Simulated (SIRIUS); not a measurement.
TiSn:

```xyz
2
Lattice="0.0000 2.8005 2.8005 2.8005 0.0000 2.8005 2.8005 2.8005 0.0000" Properties=species:S:1:pos:R:3 pbc="T T T"
Ti    0.0000    0.0000    0.0000
Sn    2.8005    2.8005    2.8005
```

The cell was built by a generator and needn't be a form met in nature.

Base run:

* Program: SIRIUS 7.10.0
* Functional: B86bPBE
* Potentials or basis: PseudoDojo 0.4.1 PBE standard (scalar relativistic)
* Cutoff: 1152 eV
* Density cutoff: 4606 eV
* k mesh: 8 × 8 × 8
* Occupations: fermi-dirac, width 0.05 eV
* Spin: no spin polarisation

Its results: band gap on the k mesh none (metal or under the smearing width); pressure 0.7 GPa.

Question: The run is repeated on the same cell with these changes: functional from B86bPBE to PBEsol; libxc names from ["XC_GGA_X_B86_MGC", "XC_GGA_C_PBE"] to ["XC_GGA_X_PBE_SOL", "XC_GGA_C_PBE_SOL"]. What comes out?

Answer: Band gap on the k mesh none (metal or under the smearing width); pressure -3.5 GPa.

Caveats: the potentials were made for another functional, which shifts forces and pressure.

Not every run made on this cell is shown here.
